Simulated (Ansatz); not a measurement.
**Hf: biaxial against axial strain**

This session takes Hf and sets out to strain the cell in the xy plane and along z independently.

Computed with Ansatz 0.2.0 (DFT PBEsol, scalar-relativistic, plane waves, PAW, unless a step's input says otherwise).

**1. The structure to begin with**

It takes space group Im-3m (No. 229, cubic). The conventional cell has a = 3.610 Å, b = 3.610 Å, c = 3.610 Å, α = 90.00°, β = 90.00°, γ = 90.00°. Hf (site symmetry m-3m) is surrounded by 8 Hf at 3.13 Å.

Structure file:

```cif
data_structure
_symmetry_space_group_name_H-M 'Im-3m'
_symmetry_Int_Tables_number 229
_cell_length_a 3.6100
_cell_length_b 3.6100
_cell_length_c 3.6100
_cell_angle_alpha 90.000
_cell_angle_beta 90.000
_cell_angle_gamma 90.000
_cell_volume 47.05
loop_
_atom_site_label
_atom_site_type_symbol
_atom_site_symmetry_multiplicity
_atom_site_Wyckoff_symbol
_atom_site_fract_x
_atom_site_fract_y
_atom_site_fract_z
_atom_site_occupancy
Hf1 Hf 2 a 0.00000 0.00000 0.00000 1
```

No relaxation comes first: the listed cell is the starting point.

**2. Zero of energy**

Reference values: F = -15597.8012 eV; pressure -9.01 GPa; largest force 0.000 eV/Å; gap on the mesh none (metal). It was computed beforehand with the settings of the runs below.

**3. Setting up biaxial against axial strain**

The cell is strained by p along both x and y and by q along z, with fractional coordinates fixed.

**4. At p = -0.030, q = -0.030**

File input.yaml:

```yaml
crystal:
  lattice:
    - [-1.75085, 1.75085, 1.75085]
    - [1.75085, -1.75085, 1.75085]
    - [1.75085, 1.75085, -1.75085]
  atoms:
    - { symbol: Hf, position: [0.0, 0.0, 0.0] }
basis:
  ecutwfc: 420
kpoints:
  mp_grid: { grid: [18, 18, 18] }
hamiltonian:
  xc: pbesol
scf:
  occupations: { method: gaussian, width: 0.15 }
output:
  forces: true
  stress: true
  eigenvalues: true
```

Launch:

```sh
ansatz run input.yaml --threads 1 --pin off --max-ram 1228MiB --backend cpu --events-out ev --progress --plain --runs-dir out
```

**5. At p = -0.030, q = 0.000**

Edit input.yaml of step 4 so:

```diff
@@ -2,5 +2,5 @@
   lattice:
-    - [-1.75085, 1.75085, 1.75085]
-    - [1.75085, -1.75085, 1.75085]
-    - [1.75085, 1.75085, -1.75085]
+    - [-1.75085, 1.75085, 1.805]
+    - [1.75085, -1.75085, 1.805]
+    - [1.75085, 1.75085, -1.805]
   atoms:
```

**6. p = -0.030, q = 0.030**

Edit input.yaml of step 5 so:

```diff
@@ -2,5 +2,5 @@
   lattice:
-    - [-1.75085, 1.75085, 1.805]
-    - [1.75085, -1.75085, 1.805]
-    - [1.75085, 1.75085, -1.805]
+    - [-1.75085, 1.75085, 1.85915]
+    - [1.75085, -1.75085, 1.85915]
+    - [1.75085, 1.75085, -1.85915]
   atoms:
```

**7. Point p = 0.000, q = -0.030**

Edit input.yaml of step 6 so:

```diff
@@ -2,5 +2,5 @@
   lattice:
-    - [-1.75085, 1.75085, 1.85915]
-    - [1.75085, -1.75085, 1.85915]
-    - [1.75085, 1.75085, -1.85915]
+    - [-1.805, 1.805, 1.75085]
+    - [1.805, -1.805, 1.75085]
+    - [1.805, 1.805, -1.75085]
   atoms:
```

**8. p = 0.000, q = 0.030**

Edit input.yaml of step 7 so:

```diff
@@ -2,5 +2,5 @@
   lattice:
-    - [-1.805, 1.805, 1.75085]
-    - [1.805, -1.805, 1.75085]
-    - [1.805, 1.805, -1.75085]
+    - [-1.805, 1.805, 1.85915]
+    - [1.805, -1.805, 1.85915]
+    - [1.805, 1.805, -1.85915]
   atoms:
```

**9. At p = 0.030, q = -0.030**

Edit input.yaml of step 8 so:

```diff
@@ -2,5 +2,5 @@
   lattice:
-    - [-1.805, 1.805, 1.85915]
-    - [1.805, -1.805, 1.85915]
-    - [1.805, 1.805, -1.85915]
+    - [-1.85915, 1.85915, 1.75085]
+    - [1.85915, -1.85915, 1.75085]
+    - [1.85915, 1.85915, -1.75085]
   atoms:
```

(Steps that only read results are left out.)

**Question.** What will these runs give? Wanted: highest point; lowest point away from the origin.

**Answer**, as computed:

| quantity | value |
| --- | --- |
| highest point | 42.4 meV/atom at (p, q) = (0.000, 0.030) |
| lowest point away from the origin | -67.3 meV/atom at (-0.030, -0.030) |

In words: Of the points run, the lowest is (-0.030, -0.030), 67.3 meV/atom below the undisturbed cell, which was taken as given and not relaxed at this level. Spin-orbit coupling is left out for Hf.
